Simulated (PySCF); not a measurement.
**BH₆OPSi: electronic excitations and core binding energies**

What electronic excitations and core binding energies should BH₆OPSi (`[SiH3]OBP`) show?

Computed with PySCF 2.14.0, with density-fitted response routines of our own, on a single molecule in the gas phase. Atoms count from 0, in the outputs and in this text.

## Step 1: Starting geometry

10 atoms, charge 0, multiplicity 1; geometry from: GFN2-xTB.

Bonds of the start (Å): Si0–O1 1.62, O1–B2 1.31, B2–P3 1.92, Si0–H4 1.47, Si0–H5 1.46, Si0–H6 1.46, B2–H7 1.18, P3–H8 1.38, P3–H9 1.38.

## Step 2: TDDFT and polarisability: PBE0/def2-SVPD

The job: settings as JSON, then the geometry in Å.

```
{"job": {"kind": "uv", "xc": "PBE0", "basis": "def2-SVPD", "nstates": 8, "ntriplets": 3}, "charge": 0, "multiplicity": 1}
Si    -1.556300     0.849429    -0.412279
O     -0.590303    -0.022590     0.551998
B      0.536436    -0.550260     0.955728
P      2.192444    -0.288261     0.020000
H     -0.825019     1.409652    -1.553115
H     -2.554546    -0.125289    -0.845806
H     -2.064906     1.895617     0.469541
H      0.555047    -1.152195     1.970301
H      1.698191    -0.410996    -1.264741
H      2.617838    -1.600452     0.085844
```

With the program's defaults for keys left out, this is: TDDFT PBE0/def2-SVPD, vertical, gas phase, core orbitals frozen in the response.

Command:

```console
$ OMP_NUM_THREADS=1 python probes_run.py task.json out
```

One launch serves the whole session: the jobs run in the order shown.

Log:

```text
coarse grid: 9144 points
cycle   1  E = -733.7719334333  dE =  2.732e-01  |g| = 6.213e-01  |ddm| = 3.849e+00
cycle   2  E = -733.6256851468  dE =  1.462e-01  |g| = 1.063e+00  |ddm| = 1.839e+00
cycle   3  E = -733.8450538518  dE = -2.194e-01  |g| = 6.104e-02  |ddm| = 1.106e+00
cycle   4  E = -733.8459247482  dE = -8.709e-04  |g| = 2.254e-02  |ddm| = 1.635e-01
cycle   5  E = -733.8460886499  dE = -1.639e-04  |g| = 2.404e-03  |ddm| = 4.909e-02
cycle   6  E = -733.8460906148  dE = -1.965e-06  |g| = 6.913e-04  |ddm| = 6.062e-03
final grid: 78504 points
cycle   7  E = -733.9398673662  dE = -1.785e-05  |g| = 6.914e-03  |ddm| = 6.553e-02
cycle   8  E = -733.9398565013  dE =  1.086e-05  |g| = 1.043e-02  |ddm| = 1.680e-02
cycle   9  E = -733.9398769746  dE = -2.047e-05  |g| = 7.770e-04  |ddm| = 1.045e-02
cycle  10  E = -733.9398771529  dE = -1.783e-07  |g| = 1.665e-04  |ddm| = 1.650e-03
cycle  11  E = -733.9398771615  dE = -8.586e-09  |g| = 4.220e-05  |ddm| = 3.114e-04
cycle  12  E = -733.9398771620  dE = -5.455e-10  |g| = 7.999e-06  |ddm| = 9.889e-05
converged SCF energy = -733.9398771620

Static polarisability (au): isotropic 70.957, principal 60.075 68.007 84.789

Singlet excitations
state   eV       nm        f      main configurations
  1   5.1334    241.5   0.03373   H->L 0.89
  2   5.8000    213.8   0.01088   H->L+1 0.95
  3   6.4499    192.2   0.03652   H-1->L 0.72, H->L+3 0.16
  4   6.6017    187.8   0.06853   H->L+3 0.60, H-1->L 0.16, H->L+2 0.14
  5   6.7775    182.9   0.02137   H->L+2 0.72, H->L+3 0.15
  6   7.1151    174.3   0.01989   H-1->L+1 0.90
  7   7.3336    169.1   0.00652   H->L+4 0.87
  8   7.4884    165.6   0.01488   H->L+5 0.91

Triplet excitations (Tamm-Dancoff, eV): 4.3057 5.5310 5.7523
```

It took 12 s on 1 thread of Arm Neoverse V1, shared host; peak memory 0.55 GiB.

Frontier orbitals and where they lie:

| orbital | eV | atoms |
| --- | --- | --- |
| HOMO−3 | -10.03 | Si0 31 %, H4 23 %, H5 11 % |
| HOMO−2 | -9.71 | Si0 30 %, H6 22 %, O1 22 % |
| HOMO−1 | -8.46 | P3 33 %, O1 20 %, B2 16 % |
| HOMO | -7.09 | P3 54 %, B2 16 %, O1 12 % |
| LUMO | -0.60 | B2 42 %, P3 19 %, O1 19 % |
| LUMO+1 | -0.21 | Si0 35 %, B2 18 %, H4 10 % |
| LUMO+2 | 0.59 | Si0 43 %, B2 13 %, H4 10 % |

With each of the 8 states as a Gaussian band of 0.4 eV half-width at 1/e, the curve within the window shown has maxima at 241 nm (ε 1,400), 187 nm (ε 4,900) L/(mol cm). Beyond the last state computed it falls off for lack of states. The curve at chosen wavelengths:

nm, ε (L/mol/cm) and a bar:
```
      159        465 ##
      164       1061 ######
      168       1520 #########
      173       2131 #############
      177       2913 ##################
      182       4196 ##########################
      186       4884 ##############################
      191       4617 ############################
      195       3638 ######################
      200       2234 #############
      205       1260 #######
      209        863 #####
      214        676 ###
      218        663 ###
      223        765 ####
      227        924 #####
      232       1165 ######
      237       1349 ########
      241       1394 ########
      246       1299 #######
      250       1126 ######
      255        853 ####
      259        636 ###
      264        407 ##
      268        268 #
      273        149
```

Leading natural transition orbitals of singlet state 4: the hole lies on P3 51 %; B2 15 %; O1 10 %; the particle on P3 31 %; H8 22 %; H9 14 %.

Leading natural transition orbitals of singlet state 1: the hole lies on P3 36 %; O1 18 %; B2 16 %; the particle on B2 51 %; H7 17 %; O1 11 %.

Further results of this job:

| property | computed |
| --- | --- |
| dipole moment (D) | 1.57 |
| polarisability (Å³) | 10.51 |
| HOMO–LUMO gap (eV) | 6.49 |
| −ε(HOMO) (eV) | 7.09 |

Orbitals, density, ELF and potential are computed afterwards from the orbital file.

Frontier orbitals at PBE0/def2-SVPD, with the share of their density that lies nearest to each atom:

| orbital | energy (eV) | lies on |
| --- | --- | --- |
| HOMO | -7.09 | P3 52 %; B2 13 %; O1 11 % |
| LUMO | -0.60 | B2 46 %; H7 17 %; P3 12 % |

ELF in a plane through or near 6 of the atoms.

Ten even steps from '0' (0.00) to '9' (1.00):
```
0000000000000000000000000000
0000000000000000000000000000
0000000001221000000000000000
0000000048997100000000000000
0000000299999100000000000000
0000000299999101100000000000
0000000059997257520122000000
0000000015511688741365200000
0000133226335833841586300000
0001589758973778614166200000
0002799821672145147322000000
0001489710661002431110000000
0000145558995004999940000000
0000011379998008999971000000
0000000159996007999971000000
0000000025762002999830000000
0000000000100000122000000000
0000000000000000000000000000
0000000000000000000000000000
0000000000000000000000000000
```
The map spans 11.3 Å across and 9.1 Å up, centred on the molecule. Atoms in the plane (x, y in Å): Si0 (1.8, -0.1), O1 (0.4, 0.7), B2 (-0.9, 0.9), H4 (1.6, -1.5), H7 (-1.3, 1.9), H8 (-1.5, -1.6).

On the surface of density 0.002 e/bohr³ the electrostatic potential runs, from the 1st to the 99th percentile, from -0.85 V near P3 to 1.44 V near H4.

## Step 3: Core holes by ΔSCF: SCAN, X2C

Settings changed since step 2:

```diff
@@ -1,2 +1,2 @@
-{"job": {"kind": "uv", "xc": "PBE0", "basis": "def2-SVPD", "nstates": 8, "ntriplets": 3}, "charge": 0, "multiplicity": 1}
+{"job": {"kind": "xps"}, "charge": 0, "multiplicity": 1}
 Si    -1.556300     0.849429    -0.412279
```

With the program's defaults for keys left out, this is: delta-SCF UKS SCAN, pcX-2 on the ionised atom, pcseg-1 elsewhere, spin-free X2C.

Log:

```text
ground state, core basis on atom 0 (Si), 136 functions
  cycle   1  E = -735.87953366  |g| = 6.65e-01
  cycle   2  E = -735.60659836  |g| = 1.35e+00
  cycle   3  E = -735.96130649  |g| = 1.24e-01
  cycle   4  E = -735.96500564  |g| = 4.34e-02
  cycle   5  E = -735.96563449  |g| = 7.18e-03
  cycle   6  E = -735.96564947  |g| = 3.61e-03
  cycle   7  E = -735.96565059  |g| = 9.62e-04
  cycle   8  E = -735.96565188  |g| = 2.15e-04
  E(ground) = -735.98121128 Eh
hole in Si 1s of atom 0
  cycle   1  E = -667.00904627  |g| = 4.35e+00
  cycle   2  E = -665.79935387  |g| = 2.38e+00
  cycle   3  E = -660.60199878  |g| = 2.58e+00
  cycle   4  E = -667.94989917  |g| = 4.57e-01
  cycle   5  E = -667.98778840  |g| = 4.08e-01
  cycle   6  E = -668.04805382  |g| = 1.05e-01
  cycle   7  E = -668.05427421  |g| = 2.03e-02
  cycle   8  E = -668.05448599  |g| = 7.68e-03
  cycle   9  E = -668.05452397  |g| = 2.88e-03
  cycle  10  E = -668.05452998  |g| = 1.03e-03
  cycle  11  E = -668.05453104  |g| = 2.86e-04
  E(ion) = -668.07797429 Eh   <S^2> = 0.7521   hole on atom = 1.000   binding energy = 1847.741 eV
hole in Si 2p of atom 0
  cycle   1  E = -731.66744193  |g| = 1.23e+00
  cycle   2  E = -730.25963036  |g| = 1.47e+00
  cycle   3  E = -731.67609155  |g| = 6.46e-01
  cycle   4  E = -731.95191339  |g| = 2.13e-01
  cycle   5  E = -731.96705923  |g| = 1.84e-01
  cycle   6  E = -731.97994135  |g| = 2.86e-02
  cycle   7  E = -731.98037316  |g| = 1.24e-02
  cycle   8  E = -731.98046437  |g| = 4.92e-03
  cycle   9  E = -731.98048145  |g| = 9.29e-04
  cycle  10  E = -731.98048391  |g| = 2.43e-04
  E(ion) = -732.00716064 Eh   <S^2> = 0.7514   hole on atom = 1.002   binding energy = 108.139 eV
  2p3/2 = 107.868 eV   2p1/2 = 108.495 eV
ground state, core basis on atom 1 (O), 125 functions
  cycle   1  E = -735.89863761  |g| = 1.11e-01
  cycle   2  E = -735.89633057  |g| = 1.30e-01
  cycle   3  E = -735.89902360  |g| = 5.07e-02
  cycle   4  E = -735.89946898  |g| = 4.27e-03
  cycle   5  E = -735.89947667  |g| = 5.41e-04
  cycle   6  E = -735.89947592  |g| = 1.86e-04
  E(ground) = -735.95241918 Eh
hole in O 1s of atom 1
  cycle   1  E = -715.27722260  |g| = 2.23e+00
  cycle   2  E = -714.50706285  |g| = 2.27e+00
  cycle   3  E = -715.92608484  |g| = 5.36e-01
  cycle   4  E = -715.90718090  |g| = 4.89e-01
  cycle   5  E = -716.10044259  |g| = 7.40e-02
  cycle   6  E = -716.10410203  |g| = 1.79e-02
  cycle   7  E = -716.10430710  |g| = 5.52e-03
  cycle   8  E = -716.10433118  |g| = 1.20e-03
  cycle   9  E = -716.10433236  |g| = 4.51e-04
  E(ion) = -716.15849005 Eh   <S^2> = 0.7613   hole on atom = 1.000   binding energy = 538.620 eV
ground state, core basis on atom 2 (B), 125 functions
  cycle   1  E = -735.85728401  |g| = 1.23e-01
  cycle   2  E = -735.85123947  |g| = 2.13e-01
  cycle   3  E = -735.85963060  |g| = 1.53e-02
  cycle   4  E = -735.85965559  |g| = 9.97e-03
  cycle   5  E = -735.85968857  |g| = 1.12e-03
  cycle   6  E = -735.85969029  |g| = 2.02e-04
  E(ground) = -735.91701639 Eh
hole in B 1s of atom 2
  cycle   1  E = -728.22036884  |g| = 1.17e+00
  cycle   2  E = -726.73085677  |g| = 1.85e+00
  cycle   3  E = -728.49265872  |g| = 4.55e-01
  cycle   4  E = -728.53428493  |g| = 3.95e-01
  cycle   5  E = -728.62482154  |g| = 1.62e-01
  cycle   6  E = -728.63724700  |g| = 4.33e-02
  cycle   7  E = -728.63797798  |g| = 2.00e-02
  cycle   8  E = -728.63835619  |g| = 3.87e-03
  cycle   9  E = -728.63837909  |g| = 1.92e-03
  cycle  10  E = -728.63838619  |g| = 1.40e-03
  cycle  11  E = -728.63838967  |g| = 4.16e-04
  E(ion) = -728.69634148 Eh   <S^2> = 0.8033   hole on atom = 1.000   binding energy = 196.485 eV
ground state, core basis on atom 3 (P), 136 functions
  cycle   1  E = -735.97700076  |g| = 3.39e-01
  cycle   2  E = -735.97699478  |g| = 2.71e-02
  cycle   3  E = -735.97685152  |g| = 3.48e-02
  cycle   4  E = -735.97723751  |g| = 4.57e-03
  cycle   5  E = -735.97723856  |g| = 2.99e-03
  cycle   6  E = -735.97724261  |g| = 4.74e-04
  E(ground) = -736.00416304 Eh
hole in P 1s of atom 3
  cycle   1  E = -655.84186271  |g| = 4.72e+00
  cycle   2  E = -654.98435558  |g| = 2.45e+00
  cycle   3  E = -653.52450347  |g| = 1.65e+00
  cycle   4  E = -656.74250481  |g| = 6.72e-01
  cycle   5  E = -656.89364780  |g| = 4.47e-01
  cycle   6  E = -656.98025135  |g| = 9.27e-02
  cycle   7  E = -656.98379907  |g| = 3.16e-02
  cycle   8  E = -656.98434979  |g| = 7.66e-03
  cycle   9  E = -656.98437826  |g| = 3.07e-03
  cycle  10  E = -656.98438376  |g| = 8.63e-04
  cycle  11  E = -656.98438578  |g| = 3.63e-04
  E(ion) = -657.01175492 Eh   <S^2> = 0.7518   hole on atom = 1.000   binding energy = 2149.493 eV
hole in P 2p of atom 3
  cycle   1  E = -730.57623296  |g| = 1.38e+00
  cycle   2  E = -730.49288754  |g| = 1.16e+00
  cycle   3  E = -730.89176955  |g| = 3.80e-01
  cycle   4  E = -730.94575717  |g| = 1.95e-01
  cycle   5  E = -730.95873903  |g| = 5.05e-02
  cycle   6  E = -730.95998762  |g| = 1.42e-02
  cycle   7  E = -730.96008960  |g| = 4.45e-03
  cycle   8  E = -730.96010201  |g| = 1.39e-03
  cycle   9  E = -730.96010328  |g| = 6.33e-04
  cycle  10  E = -730.96010234  |g| = 1.74e-04
  E(ion) = -730.99670047 Eh   <S^2> = 0.7534   hole on atom = 1.002   binding energy = 136.260 eV
  2p3/2 = 136.032 eV   2p1/2 = 136.924 eV
```

Run time: 24 s. Hardware: 1 thread of Arm Neoverse V1, shared host; peak memory 0.41 GiB.

The holes in one table. −ε is the ground-state orbital energy:

| hole | stands for | environment | ΔSCF (eV; 2p as the shell's mean) | −ε (eV) | ⟨S²⟩ |
| --- | --- | --- | --- | --- | --- |
| Si1s on Si0 | Si0 | silicon bonded to O, 3 H | 1847.74 | 1794.2 | 0.752 |
| Si2p on Si0 | Si0 | silicon bonded to O, 3 H | 108.08 | 97.0 | 0.751 |
| O1s on O1 | O1 | oxygen bonded to B, Si | 538.62 | 517.1 | 0.761 |
| B1s on B2 | B2 | boron bonded to O, P, H | 196.48 | 181.0 | 0.803 |
| P1s on P3 | P3 | phosphorus bonded to B, 2 H | 2149.49 | 2092.1 | 0.752 |
| P2p on P3 | P3 | phosphorus bonded to B, 2 H | 136.33 | 125.2 | 0.753 |

With the spin-orbit splitting: Si0 2p3/2 107.87, 2p1/2 108.50 eV; P3 2p3/2 136.03, 2p1/2 136.92 eV. The table gives each 2p level as the mean over the whole 2p shell (two parts 2p3/2, one part 2p1/2), which differs a little from the single hole in the log.

## Step 4: Results

| quantity | value |
| --- | --- |
| lowest singlet (PBE0/def2-SVPD) | 5.13 eV (242 nm), f = 0.034 |
| brightest single state of those computed | state 4, 6.60 eV, f = 0.069 |
| lowest triplet | 4.31 eV |
| surface potential, 1st and 99th percentile | -0.85 V and 1.44 V |
| Si1s binding energies, SCAN/pcX-2 | Si0 1847.74 eV |
| Si2p binding energies, SCAN/pcX-2 | Si0 108.08 eV |
| O1s binding energies, SCAN/pcX-2 | O1 538.62 eV |
| B1s binding energies, SCAN/pcX-2 | B2 196.48 eV |
| P1s binding energies, SCAN/pcX-2 | P3 2149.49 eV |
| P2p binding energies, SCAN/pcX-2 | P3 136.33 eV |

What this shows: The lowest singlet, at 5.13 eV, is HOMO→LUMO 0.89 and is weak; of the 8 states computed, the strongest absorption comes from state 4 at 6.60 eV. The lowest triplet lies 0.83 eV below the lowest singlet (triplets in Tamm-Dancoff, singlets in full TDDFT). At PBE0/def2-SVPD, counted by nearest atom on the grid, the HOMO lies on P3 52 %; B2 13 %, the LUMO on B2 46 %; H7 17 %.
